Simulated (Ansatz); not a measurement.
**NbH2: how the settings move a single-point run**

Aim: see which settings change the result for NbH2, by how much, and at what cost.

Program: Ansatz 0.2.0. Level of theory: reference: DFT, r2SCAN, PAW with Ansatz's default frozen-core files, scalar-relativistic. These are calculated values, not measurements.

**1. The starting structure**

Symmetry: R3m, No. 160, trigonal system. The conventional cell has a = 3.227 Å, b = 3.227 Å, c = 7.903 Å, α = 90.00°, β = 90.00°, γ = 120.00°. Nb (site symmetry 3m) has 8 H at 1.88 to 2.17 Å as nearest neighbours. H (site symmetry 3m) is surrounded by 4 Nb at 1.92 to 2.17 Å. H (site symmetry 3m) has 4 Nb at 1.88 to 2.01 Å as nearest neighbours.

Structure file:

```xyz
3
Lattice="0.0000 2.2815 2.2815 2.2815 0.0000 2.2815 2.2815 2.2815 0.0000" Properties=species:S:1:pos:R:3 pbc="T T T"
Nb   -0.0570    0.0570    0.0570
H     1.1978    1.0837    1.0837
H     3.4223    3.4223    3.4223
```

**2. Reference**

File input.yaml:

```yaml
crystal:
  lattice:
    - [0.0, 2.2815, 2.2815]
    - [2.2815, 0.0, 2.2815]
    - [2.2815, 2.2815, 0.0]
  atoms:
    - { symbol: Nb, position: [0.0375, -0.0125, -0.0125] }
    - { symbol: H, position: [0.2125, 0.2625, 0.2625] }
    - { symbol: H, position: [0.75, 0.75, 0.75] }
kpoints:
  mp_grid: { grid: [11, 11, 11] }
scf:
  occupations: { method: fermi_dirac, width: 0.05 }
hamiltonian:
  xc: r2scan
  pseudopotentials: { kind: paw }
output:
  forces: true
  stress: true
  eigenvalues: true
  efg: { contact_densities: true }
  populations: true
  write_density: true
  write_potential: true
  elf: true
  volumetric_format: npy
```

The run is started by

```
ansatz run input.yaml --threads 1 --pin off --max-ram 3072MiB --backend cpu --events-out ev --progress --plain --runs-dir out
```

From the output:

```text
[...]
Basis set: ecut = 500 eV, 609 PW (Γ), exchange–correlation on 96×96×96 points (64 copies of the dense FFT grid, shifted against one another)
[...]
k-points: 146 of 1331 (time reversal used)
[...]
SCF iter   1: F=—  HF=-4596.257701 eV  |F-HF|=—  |Δ(HF+E_count)|=         —  Δρ=8.71e-3  dr2=1.09e-2  dr2_τ=1.98e-2  ethr=1.77e-3  ⟨swp⟩=5.7  Hψ=10495  notcnv=0
preconditioner: auto → none  [metal: Δε(μ)=0.012 eV  Ē_g=9.286 eV  σ=0.050 eV  W_gap=0.06  n_scr=8 (ndim 8)  ℏωp=20.2 eV  f_vac=0.000  D(μ)=0.98/eV (n_scr^D=8)  sad-step TF]
SCF iter   2: F=—  HF=-4596.251704 eV  |F-HF|=—  |Δ(HF+E_count)|=   6.00e-3  Δρ=5.11e-3  dr2=3.46e-3  dr2_τ=1.96e-4  ethr=7.25e-5  ⟨swp⟩=2.0  Hψ=4068  notcnv=0  defer=14
[...]
SCF iter   5: F=—  HF=-4596.251519 eV  |F-HF|=—  |Δ(HF+E_count)|=   1.05e-5  Δρ=4.36e-5  dr2=2.81e-7  dr2_τ=5.46e-8  ethr=3.72e-8  ⟨swp⟩=2.7  Hψ=2927  notcnv=0  defer=14
SCF iter   6: F=-4596.251519 eV  HF=-4596.251519 eV  |F-HF|=2.87e-8  |Δ(HF+E_count)|=   3.73e-7  Δρ=1.43e-5  dr2=3.53e-8  dr2_τ=5.92e-9  ethr=6.67e-10  ⟨swp⟩=10.0  Hψ=12103  notcnv=0
[...]
SCF converged after 6 iterations
Free energy (F): -4596.251519 eV
[...]
E sigma→0 (E₀):  -4596.247462 eV
[...]
Fermi energy:    15.270721 eV
[...]
  P = ⅓ Tr σ = -0.5443 GPa (-5.443 kbar)
[...]
```

It took 6.3 s on 1 thread of Intel Xeon 6975P-C (Granite Rapids), shared host; peak memory 0.49 GiB.

**3. Variant: occupations.method cold, occupations.width 0.001, preconditioner resta**

input.yaml, as its differences from that of step 2:

```diff
@@ -12,3 +12,4 @@
 scf:
-  occupations: { method: fermi_dirac, width: 0.05 }
+  occupations: { method: cold, width: 0.001 }
+  mixing: { preconditioner: resta }
 hamiltonian:
@@ -22,5 +23 @@
   populations: true
-  write_density: true
-  write_potential: true
-  elf: true
-  volumetric_format: npy
```

The run is started by

```
ansatz run input.yaml --threads 1 --pin off --max-ram 3072MiB --backend cpu --events-out ev --progress --plain --runs-dir out
```

Output, cut to the lines that bear on the results:

```text
Nb: output.efg is read without spin–orbit coupling, which moves field gradients at and beside such atoms by some per cent and up to a factor of two; PAW files take it under magnetization.noncollinear and magnetization.spin_orbit
[...]
Pseudopotentials: kind: paw
Pseudopotential: Nb, paw, valence charge 13, recommended cutoff 500 eV (meta_gga)
Pseudopotential: H, paw, valence charge 1, recommended cutoff 500 eV (meta_gga)
Functional definition: r2SCAN
[...]
Crystal: 3 atoms, lattice volume = 23.752 Å³
Basis set: ecut = 500 eV, 609 PW (Γ), exchange–correlation on 96×96×96 points (64 copies of the dense FFT grid, shifted against one another)
Bands: 12, of which v1, the nominal top of the filled ones, is band 8 counted from 1 (7 counted from 0)
Symmetry: 6 space group operations
Space group: R3m (ITA 160), of the structure as read, at distance tolerance 2.9e-5 Å
k-points: 146 of 1331 (time reversal used)
[...]
SCF iter   1: F=—  HF=-4596.253076 eV  |F-HF|=—  |Δ(HF+E_count)|=         —  Δρ=8.74e-3  dr2=1.10e-2  dr2_τ=1.97e-2  ethr=1.77e-3  ⟨swp⟩=6.1  Hψ=10139  notcnv=0
[...]
SCF iter   6: F=-4596.247247 eV  HF=-4596.247247 eV  |F-HF|=1.42e-8  |Δ(HF+E_count)|=   6.59e-7  S|Δr|=    0.00e0  Δρ=7.77e-6  dr2=1.31e-8  dr2_τ=5.49e-10  ethr=6.67e-10  ⟨swp⟩=7.6  Hψ=8686  notcnv=0
[...]
SCF converged after 6 iterations
Stability not checked: this state was not tested for a lower state beside it, because cold or Methfessel-Paxton smearing, or corrected tetrahedra, fill the levels in a way that the test cannot read (fill_not_monotonic; see scf.lower_state_search)
Free energy (F): -4596.247247 eV
[...]
E sigma→0 (E₀):  -4596.247247 eV
Entropy (-TS):   0.000001 eV (0.000 meV/atom)
Fermi energy:    15.265648 eV
[...]
--- Forces (eV/Å), atoms counted from 1 ---
  atom   1  Nb     0.59377944    -0.59377944    -0.59377944
  atom   2  H     -0.33988623     0.33988623     0.33988623
  atom   3  H     -0.25390433     0.25390433     0.25390433
[...]
--- Stress (GPa, compression-positive) ---
       -0.579937       0.136879       0.136879
        0.136879      -0.579937      -0.136879
        0.136879      -0.136879      -0.579937
  P = ⅓ Tr σ = -0.5799 GPa (-5.799 kbar)
--- PAW observables at the nuclei: V_zz in 10²¹ V/m², potentials from the cell's mean, atoms counted from 1 ---
  atom   1  Nb V_zz =    +1.311515   η = 0.0000   by run symmetry: allowed
            electrostatic potential = -6139.914836 V   contact ρ = 540503.507694 e/Å³
  atom   2  H  V_zz =    -0.528787   η = 0.0000   by run symmetry: allowed
            electrostatic potential = -49.845277 V   contact ρ = 2.980614 e/Å³
  atom   3  H  V_zz =    +0.315361   η = 0.0000   by run symmetry: allowed
            electrostatic potential = -49.815632 V   contact ρ = 2.960476 e/Å³
--- Band table (eV; the first three rows and the last of 146) ---
  k-point 0: bands = ["-42.0981", "-17.1443", "-17.1443", "-17.1355", "3.9162", "12.5223", "13.8423", "13.8423", "15.1957", "16.5488", "16.5488", "27.5579"]
[...]
--- Löwdin populations: 3 sites ---
  site symbol       q [e]
     0     Nb     12.7462
     1      H      1.1021
     2      H      1.1031
  spilling = 0.003234 (of n_electrons = 15.000000)
```

Run time: 6.2 s. Hardware: 1 thread of Intel Xeon 6975P-C (Granite Rapids), shared host; peak memory 0.5 GiB.

Changing the smearing and mixing leaves the energy as it was (+0.1 meV/atom).

**4. Changing settings: eigensolver.kind davidson**

input.yaml, as its differences from that of step 2:

```diff
@@ -13,2 +13,3 @@
   occupations: { method: fermi_dirac, width: 0.05 }
+  eigensolver: { kind: davidson }
 hamiltonian:
@@ -22,5 +23 @@
   populations: true
-  write_density: true
-  write_potential: true
-  elf: true
-  volumetric_format: npy
```

The run is started by

```
ansatz run input.yaml --threads 1 --pin off --max-ram 3072MiB --backend cpu --events-out ev --progress --plain --runs-dir out
```

Output, cut to the lines that bear on the results:

```text
Nb: output.efg is read without spin–orbit coupling, which moves field gradients at and beside such atoms by some per cent and up to a factor of two; PAW files take it under magnetization.noncollinear and magnetization.spin_orbit
[...]
[... 4 set-up lines as earlier in the session ...]
[...]
Crystal: 3 atoms, lattice volume = 23.752 Å³
Basis set: ecut = 500 eV, 609 PW (Γ), exchange–correlation on 96×96×96 points (64 copies of the dense FFT grid, shifted against one another)
Bands: 12, of which v1, the nominal top of the filled ones, is band 8 counted from 1 (7 counted from 0)
[... 2 set-up lines as earlier in the session ...]
[...]
        0.461057      -0.461057      -0.544253
  P = ⅓ Tr σ = -0.5443 GPa (-5.443 kbar)
--- PAW observables at the nuclei: V_zz in 10²¹ V/m², potentials from the cell's mean, atoms counted from 1 ---
  atom   1  Nb V_zz =    +1.442708   η = 0.0000   by run symmetry: allowed
            electrostatic potential = -6139.916124 V   contact ρ = 540503.473505 e/Å³
  atom   2  H  V_zz =    -0.524816   η = 0.0000   by run symmetry: allowed
            electrostatic potential = -49.844227 V   contact ρ = 2.980157 e/Å³
  atom   3  H  V_zz =    +0.320754   η = 0.0000   by run symmetry: allowed
            electrostatic potential = -49.815681 V   contact ρ = 2.960880 e/Å³
--- Band table (eV; the first three rows and the last of 146) ---
  k-point 0: bands = ["-42.0969", "-17.1418", "-17.1418", "-17.1376", "3.9161", "12.5223", "13.8430", "13.8430", "15.1959", "16.5491", "16.5491", "27.5593"]
[...]
--- Löwdin populations: 3 sites ---
  site symbol       q [e]
     0     Nb     12.7461
     1      H      1.1021
     2      H      1.1033
  spilling = 0.003239 (of n_electrons = 15.000000)
```

Wall time 6.2 s (1 thread of Intel Xeon 6975P-C (Granite Rapids), shared host); peak memory 0.47 GiB.

Energy and cycle count are those of the reference, so the change (solver) left the result and the number of cycles as they were.

**5. All runs together**

| run | ending | energy change | pressure (GPa) | gap (eV) | force (eV/Å) | cycles | time |
| --- | --- | --- | --- | --- | --- | --- | --- |
| reference | converged | 0 | -0.5 | 0.00 | 1.03 | 6 | 6.3 s |
| 1: occupations.method cold, occupations.width 0.001, preconditioner resta | converged | +0.1 meV/atom (σ→0) | -0.6 | 0.00 | 1.03 | 6 | 6.2 s |
| 2: eigensolver.kind davidson | converged | 0.0 meV/atom | -0.5 | 0.00 | 1.03 | 6 | 6.2 s |

Times don't compare one to one where runs were asked for different outputs or read a saved state (see the inputs); cycles may leave out searches for a lower state.

Residual by cycle in the longest SCF loop of each run; runs are numbered as in the table. The quantity is the density residual dr2, in eV.

| cycle | reference | run 1 | run 2 |
| --- | --- | --- | --- |
| 1 | 0.0109 | 0.011 | 0.0111 |
| 2 | 0.00346 | 0.00271 | 0.00348 |
| 3 | 1.1e-4 | 2.8e-5 | 9.3e-5 |
| 4 | 5.6e-6 | 4.5e-6 | 5.4e-6 |
| 5 | 2.8e-7 | 2.8e-7 | 4.6e-7 |
| 6 | 3.5e-8 | 1.3e-8 | 3.2e-8 |

What this shows: The pressure spans -0.6 to -0.5 GPa over the reference and the converged variants.
